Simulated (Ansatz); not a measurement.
# B₂FH₂I (SMILES FBBI): single points off equilibrium

The task here is to estimate one member of a computed series from the others.

The runs use Ansatz 0.2.0, Gaussian basis; single points in def2-TZVPP.

Cores are frozen in the correlated methods. Filled d shells of the heavier atoms are correlated. Core potentials replace the inner electrons past krypton, and spin-orbit coupling is left out.

### The system as given

SMILES `FBBI`, 6 atoms, charge 0, spin multiplicity 1.

Atoms are counted from 1 here; the program's logs count them from 0.

Bond lengths: F1–B2 1.327 Å, B2–B3 1.765 Å, B2–H5 1.189 Å, B3–I4 2.015 Å, B3–H6 1.193 Å. Angles: F1–B2–B3 117.1°, F1–B2–H5 119.7°, B3–B2–H5 123.1°, B2–B3–I4 123.4°, B2–B3–H6 121.3°, I4–B3–H6 115.2°.

As a file:

```
atom    x (Å)    y (Å)    z (Å)
  F1  -1.3011   1.1748  -0.9537
  B2  -0.2753   0.9090  -0.1546
  B3   0.0955  -0.7913   0.1397
  I4   1.6873  -1.4116   1.2079
  H5   0.3455   1.8025   0.3257
  H6  -0.6024  -1.6606  -0.2845
```

Set-up of the first run:

run/in.yaml

```yaml
crystal:
  periodic: [false, false, false]
  atoms:
    - {symbol: F, position_ang: [-1.301100, 1.174800, -0.953700]}
    - {symbol: B, position_ang: [-0.275300, 0.909000, -0.154600]}
    - {symbol: B, position_ang: [0.095500, -0.791300, 0.139700]}
    - {symbol: I, position_ang: [1.687300, -1.411600, 1.207900]}
    - {symbol: H, position_ang: [0.345500, 1.802500, 0.325700]}
    - {symbol: H, position_ang: [-0.602400, -1.660600, -0.284500]}
basis:
  gaussian: {orbitals: def2-TZVPP}
correlation: {method: ccsd_t}
output: {forces: true}
```

The command line of these runs was not kept.

Steps of the session up to this table: CCSD(T)/def2-TZVPP; PBE0-D4/def2-TZVPP; wB97M-V/def2-TZVPP; r2SCAN-D4/def2-TZVPP; PBE-D4/def2-TZVPP; r2SCAN0-D4/def2-TZVPP; wB97X-V/def2-TZVPP.

One table of the session follows, with a row left open; its other results are not shown here.

| method | RMS force component (eV/Å) | angle to CCSD(T) forces (°) | dipole (D) |
| --- | --- | --- | --- |
| CCSD(T) | 0.671 | reference | 0.80 |
| PBE0-D4 | 0.679 | 7.9 | 0.79 |
| wB97M-V | 0.674 | 3.9 | 0.65 |
| r2SCAN-D4 | 0.717 | 2.9 | 0.77 |
| PBE-D4 | 0.747 | 9.9 | 0.88 |
| r2SCAN0-D4 | ? | ? | ? |
| wB97X-V | 0.673 | 2.4 | 0.60 |

Estimate the missing values for r2SCAN0-D4.

**Answer.** RMS force component (eV/Å): 0.685; angle to CCSD(T) forces (°): 12.6; dipole (D): 0.72. In the column «RMS force component (eV/Å)» it lies between PBE0-D4 (0.679) and r2SCAN-D4 (0.717).
